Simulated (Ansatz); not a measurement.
# InH3+ (doublet): wave-function methods side by side at a displaced geometry (v2), def2-TZVPP

One table from this session's results is given with a row withheld; the runs are named, their logs left out.

Computed with Ansatz 0.2.0, Gaussian basis. Level: def2-TZVPP, core rule «outside noble gas», up to 9 orbitals frozen.

The runs, in order: UHF; CCSD(T) on ROHF; CCSD(T) on UHF; BCCD(T) on ROHF; CCSDT(Q) on ROHF; CCSDT(Q) on UHF.

24 further runs of the same task are left out: 8 for a known fault of the program, 1 for a mislabelled method, 4 that didn't finish, 11 set aside as unsound or not needed.

## The system

The geometry is a PBE0/def2-TZVP stationary point (not a proven minimum) with its atoms shifted at random (size 0.100 Å). No spin-orbit coupling is included. Elements past krypton take def2 core potentials.

4 atoms, charge 1, spin multiplicity 2.

Atoms are counted from 1 here; the program's logs count them from 0.

Bond lengths: In1–H3 1.669 Å, In1–H4 1.693 Å. Angles: H3–In1–H4 170.6°.

Coordinates:

```xyz
4
H3In
In    0.0022   -0.0180    0.0002
H    -0.1627    2.3422   -0.0572
H    -0.0860   -0.1675   -1.6601
H    -0.0029   -0.1268    1.6900
```

The first run:

in.yaml

```yaml
crystal:
  periodic: [false, false, false]
  atoms:
    - {symbol: In, position_ang: [0.002209, -0.017977, 0.000240]}
    - {symbol: H, position_ang: [-0.162665, 2.342235, -0.057155]}
    - {symbol: H, position_ang: [-0.086045, -0.167527, -1.660129]}
    - {symbol: H, position_ang: [-0.002936, -0.126843, 1.689989]}
basis:
  gaussian: {orbitals: def2-TZVPP}
total_charge: 1
magnetization: {spin_polarized: true, initial_magnetization: 1}
hamiltonian: {xc: hf}
output: {orbitals: {seedname: orbitals}}
```

Launch:

```bash
$ ansatz run in.yaml --threads 1 --pin off --events-out ev --progress --plain --max-ram 2393MiB
```

Among the steps run: UHF; CCSD(T) on ROHF; CCSD(T) on UHF; BCCD(T) on ROHF; CCSDT(Q) on ROHF; CCSDT(Q) on UHF.

One table of the session follows, with a row left open; its other results are not shown here.

It belongs to the step «Misses and costs». 

```
   method  from UCCSDT(Q) (kJ/mol)
     ROHF                   +197.7
      UHF                   +196.7
     RMP2                    +46.2
     UMP2                    +45.8
    RCCSD                     +3.4
    UCCSD                     +3.3
 RCCSD(T)                        ?
 UCCSD(T)                     +0.9
  BCCD(T)                     +0.9
   RCCSDT                     +0.1
   UCCSDT                     +0.1
RCCSDT(Q)                     +0.1
UCCSDT(Q)                        0
```

Q: Estimate the row for RCCSD(T) from the others.

The run gave: from UCCSDT(Q) (kJ/mol): +1.0. In the column «from UCCSDT(Q) (kJ/mol)» it lies between BCCD(T) (+0.9) and UCCSD (+3.3).

Limits of these values: Restricted and unrestricted rows rest on different reference determinants; where their highest levels disagree by more than a few hundredths of an eV, they describe different states and don't form one ladder.
